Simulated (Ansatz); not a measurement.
# FH₃O₂SZr: a ladder of functionals and wavefunction methods

An exercise on one series of results from a longer session: the logs are not shown, and one member is left open.

Computed with Ansatz 0.2.0, Gaussian basis. Level: functionals in def2-TZVPP, the program's frozen cores in correlated methods.

The runs, in order: PBE-D4, r2SCAN-D4, PBE0-D4, B3LYP-D4, ωB97X-V, ωB97M-V, B2PLYP; CCSD(T)/def2-TZVPP; MP2/def2-QZVPP; extrapolation to the limit.

### The geometry

An earlier PBE0-D4 in a triple-zeta def2 set relaxation fixed the geometry. Zr takes the def2 core potential; no spin-orbit term is included.

SMILES `[OH][Zr]([OH])([F])[SH]`, 8 atoms, charge 0, spin multiplicity 1.

Atoms are counted from 1 here; the program's logs count them from 0.

Bond lengths: O1–Zr2 1.903 Å, O1–H6 0.953 Å, Zr2–O3 1.907 Å, Zr2–F4 1.911 Å, Zr2–S5 2.467 Å, O3–H7 0.953 Å, S5–H8 1.347 Å. Angles: Zr2–O1–H6 169.7°, O1–Zr2–O3 114.3°, O1–Zr2–F4 110.2°, O1–Zr2–S5 105.5°, O3–Zr2–F4 107.7°, O3–Zr2–S5 108.8°, F4–Zr2–S5 110.3°, Zr2–O3–H7 168.6°, Zr2–S5–H8 91.9°.

Set-up of the first run:

Contents of in.yaml:

```yaml
crystal:
  periodic: [false, false, false]
  atoms:
    - {symbol: O, position_ang: [-1.813783, 0.667013, 0.414879]}
    - {symbol: Zr, position_ang: [-0.205237, -0.046396, -0.310127]}
    - {symbol: O, position_ang: [0.533903, -1.492792, 0.689281]}
    - {symbol: F, position_ang: [-0.501193, -0.664746, -2.093934]}
    - {symbol: S, position_ang: [1.402393, 1.824738, -0.310147]}
    - {symbol: H, position_ang: [-2.625449, 0.877862, 0.867370]}
    - {symbol: H, position_ang: [0.777843, -2.163751, 1.319922]}
    - {symbol: H, position_ang: [2.431522, 0.998082, -0.577234]}
basis:
  gaussian: {orbitals: def2-TZVPP}
hamiltonian: {xc: pbe, dispersion: d4}
output: {forces: true, orbitals: {seedname: orbitals}}
```

Command:

```sh
$ ansatz run in.yaml --threads 2 --pin off --events-out ev --progress --plain --max-ram 22528MiB --backend cpu
```

Among the steps run: PBE-D4 (GGA); r2SCAN-D4 (meta-GGA); PBE0-D4 (hybrid); B3LYP-D4 (hybrid); ωB97X-V (range-separated); ωB97M-V (range-separated); B2PLYP (double hybrid).

One of the session's tables, all rows but one given; the rest of the session is left out.

It belongs to the step «Orbital energies across the functionals». 

```
functional  HOMO (eV)  gap (eV)
    PBE-D4          ?         ?
 r2SCAN-D4      -6.42      4.94
   PBE0-D4      -7.35      6.55
  B3LYP-D4      -7.10      6.06
   ωB97X-V      -9.67     10.70
   ωB97M-V      -9.51     10.00
```

Q: Estimate the row for PBE-D4 from the others.

**Answer.** HOMO (eV): -6.12; gap (eV): 4.45. In the column «HOMO (eV)» it is the highest.
